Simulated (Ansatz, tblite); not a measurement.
# C13H24: rung by rung

Aim: run the singlet of C13H24 at one geometry on many levels, and compare frontier levels, spin and run time.

Program: Ansatz 0.2.0, Gaussian basis. Level of theory: as each input shows. These are calculated values, not measurements.

The runs, in order: GFN1-xTB, GFN2-xTB, PBE-D4/def2-TZVP, r2SCAN-D4/def2-TZVP, PBE-D4/def2-SVP, PBE0-D4/def2-SVP, HF/STO-3G, MP2/def2-SVP.

4 further runs of the same task are left out: 4 that didn't finish. Runs told in other sessions of the task aren't counted.

### Step 1. The structure

The geometry is that of the singlet, from an earlier relaxation (r2SCAN-D4/def2-SVP).

37 atoms, charge 0, spin multiplicity 1.

Bond lengths: C1–C2 1.338 Å, C1–H14 1.094 Å, C1–H15 1.095 Å, C2–C3 1.500 Å, C2–H16 1.099 Å, C3–C4 1.525 Å, C3–H17 1.107 Å, C3–H18 1.109 Å, C4–C5 1.530 Å, C4–H19 1.105 Å, C4–H20 1.106 Å, C5–C6 1.530 Å, C5–H21 1.106 Å, C5–H22 1.106 Å, C6–C7 1.530 Å, C6–H23 1.106 Å, C6–H24 1.106 Å, C7–C8 1.528 Å and more. Angles: C2–C1–H14 121.0°, C2–C1–H15 122.2°, H14–C1–H15 116.8°, C1–C2–C3 126.7°, C1–C2–H16 118.3°, C3–C2–H16 115.0°, C2–C3–C4 116.0°, C2–C3–H17 107.9°, C2–C3–H18 108.5°, C4–C3–H17 110.2°, C4–C3–H18 109.4°, H17–C3–H18 104.2°, C3–C4–C5 114.0°, C3–C4–H19 108.8°, C3–C4–H20 109.3°, C5–C4–H19 109.0°, C5–C4–H20 109.4°, H19–C4–H20 106.0° and more.

Geometry (Å):

```xyz
37
C13H24
C    -6.4962   -0.2615   -0.2619
C    -5.5502   -1.0818    0.2110
C    -4.0701   -0.8370    0.2113
C    -3.6151    0.5029   -0.3578
C    -2.1061    0.7376   -0.2668
C    -1.2639   -0.2263   -1.1046
C     0.2234    0.1268   -1.1626
C     0.9474    0.0512    0.1806
C     2.4453    0.3250    0.0742
C     3.1706    0.2548    1.4148
C     4.6730    0.5603    1.3234
C     5.4370   -0.4448    0.5170
C     6.1544   -0.1766   -0.5803
H    -7.5540   -0.5355   -0.2144
H    -6.2574    0.7072   -0.7121
H    -5.8624   -2.0421    0.6451
H    -3.5881   -1.6692   -0.3374
H    -3.6968   -0.9427    1.2499
H    -4.1386    1.3134    0.1799
H    -3.9358    0.5797   -1.4137
H    -1.8864    1.7712   -0.5930
H    -1.7985    0.6844    0.7939
H    -1.3703   -1.2567   -0.7175
H    -1.6699   -0.2465   -2.1332
H     0.3424    1.1441   -1.5830
H     0.7272   -0.5524   -1.8744
H     0.5001    0.7686    0.8931
H     0.7882   -0.9513    0.6237
H     2.6044    1.3256   -0.3726
H     2.9032   -0.3915   -0.6325
H     2.7042    0.9643    2.1222
H     3.0283   -0.7498    1.8575
H     5.0873    0.5868    2.3491
H     4.8253    1.5668    0.8946
H     5.3787   -1.4854    0.8705
H     6.6788   -0.9656   -1.1273
H     6.2407    0.8458   -0.9665
```

PBE0-D4/def2-TZVP was run before; its log isn't repeated, and its numbers join the tables.

### Step 2. GFN1-xTB

Tight binding, by tblite at 300 K electronic temperature and without a spin-polarisation term:

```python
tblite.interface.Calculator('GFN1-xTB', numbers, positions, charge=0, uhf=0).singlepoint()
```

Energy -1099.3208 eV, HOMO -11.73 eV, LUMO -6.60 eV; 0.027 s.

### Step 3. GFN2-xTB

Tight binding, by tblite at 300 K electronic temperature and without a spin-polarisation term:

```python
tblite.interface.Calculator('GFN2-xTB', numbers, positions, charge=0, uhf=0).singlepoint()
```

Energy -1088.9819 eV, HOMO -10.63 eV, LUMO -5.54 eV; 0.019 s.

### Step 4. PBE-D4/def2-TZVP

start.molden holds the orbitals of an earlier run on this state, given as this run's starting guess.

in.yaml reads:

```yaml
crystal:
  periodic: [false, false, false]
  atoms:
    - {symbol: C, position_ang: [-6.496161, -0.261500, -0.261864]}
    - {symbol: C, position_ang: [-5.550174, -1.081826, 0.210988]}
    - {symbol: C, position_ang: [-4.070103, -0.837041, 0.211252]}
    - {symbol: C, position_ang: [-3.615096, 0.502926, -0.357797]}
    - {symbol: C, position_ang: [-2.106145, 0.737561, -0.266817]}
    - {symbol: C, position_ang: [-1.263909, -0.226269, -1.104636]}
    - {symbol: C, position_ang: [0.223358, 0.126805, -1.162620]}
    - {symbol: C, position_ang: [0.947396, 0.051247, 0.180597]}
    - {symbol: C, position_ang: [2.445254, 0.324998, 0.074216]}
    - {symbol: C, position_ang: [3.170625, 0.254795, 1.414775]}
    - {symbol: C, position_ang: [4.672980, 0.560295, 1.323435]}
    - {symbol: C, position_ang: [5.436970, -0.444798, 0.516958]}
    - {symbol: C, position_ang: [6.154421, -0.176552, -0.580281]}
    - {symbol: H, position_ang: [-7.553993, -0.535539, -0.214437]}
    - {symbol: H, position_ang: [-6.257385, 0.707189, -0.712104]}
    - {symbol: H, position_ang: [-5.862393, -2.042067, 0.645126]}
    - {symbol: H, position_ang: [-3.588137, -1.669186, -0.337434]}
    - {symbol: H, position_ang: [-3.696762, -0.942745, 1.249926]}
    - {symbol: H, position_ang: [-4.138614, 1.313423, 0.179940]}
    - {symbol: H, position_ang: [-3.935841, 0.579749, -1.413692]}
    - {symbol: H, position_ang: [-1.886368, 1.771190, -0.592952]}
    - {symbol: H, position_ang: [-1.798520, 0.684408, 0.793918]}
    - {symbol: H, position_ang: [-1.370257, -1.256727, -0.717511]}
    - {symbol: H, position_ang: [-1.669905, -0.246450, -2.133216]}
    - {symbol: H, position_ang: [0.342363, 1.144051, -1.583018]}
    - {symbol: H, position_ang: [0.727215, -0.552422, -1.874418]}
    - {symbol: H, position_ang: [0.500052, 0.768637, 0.893091]}
    - {symbol: H, position_ang: [0.788189, -0.951257, 0.623655]}
    - {symbol: H, position_ang: [2.604437, 1.325593, -0.372597]}
    - {symbol: H, position_ang: [2.903234, -0.391465, -0.632536]}
    - {symbol: H, position_ang: [2.704220, 0.964298, 2.122162]}
    - {symbol: H, position_ang: [3.028265, -0.749797, 1.857540]}
    - {symbol: H, position_ang: [5.087312, 0.586827, 2.349097]}
    - {symbol: H, position_ang: [4.825270, 1.566817, 0.894559]}
    - {symbol: H, position_ang: [5.378703, -1.485351, 0.870517]}
    - {symbol: H, position_ang: [6.678765, -0.965628, -1.127290]}
    - {symbol: H, position_ang: [6.240726, 0.845841, -0.966520]}
basis:
  gaussian: {orbitals: def2-TZVP, initial_orbitals: start.molden}
hamiltonian: {xc: pbe, dispersion: d4}
scf: {omitted_lower_state_checks: [starts]}
output: {forces: true, orbitals: {seedname: orbitals}}
```

Launch:

```
> ansatz run in.yaml --threads 4 --pin off --events-out ev --progress --plain --max-ram 6963MiB
```

After this run come: r2SCAN-D4/def2-TZVP; PBE-D4/def2-SVP; PBE0-D4/def2-SVP; HF/STO-3G; MP2/def2-SVP.

**Question.** What will the summary of the whole plan be? Wanted: gap in def2-TZVP, named functionals, smallest and largest; correlation energy, MP2/def2-SVP; binding an atom, functionals in def2-TZVP; PBE0 total energy, smallest basis above largest.

As calculated:

```
                                                 quantity                                 value
gap in def2-TZVP, named functionals, smallest and largest   5.39 eV (PBE-D4), 7.55 eV (PBE0-D4)
                         correlation energy, MP2/def2-SVP                             -49.73 eV
                binding an atom, functionals in def2-TZVP  4.29 (r2SCAN-D4) to 4.37 eV (PBE-D4)
          PBE0 total energy, smallest basis above largest        14.47 eV (def2-SVP, def2-TZVP)
```

In words: Over the named functionals in def2-TZVP the gap runs from 5.39 eV (PBE-D4) to 7.55 eV (PBE0-D4); exact exchange widens it.
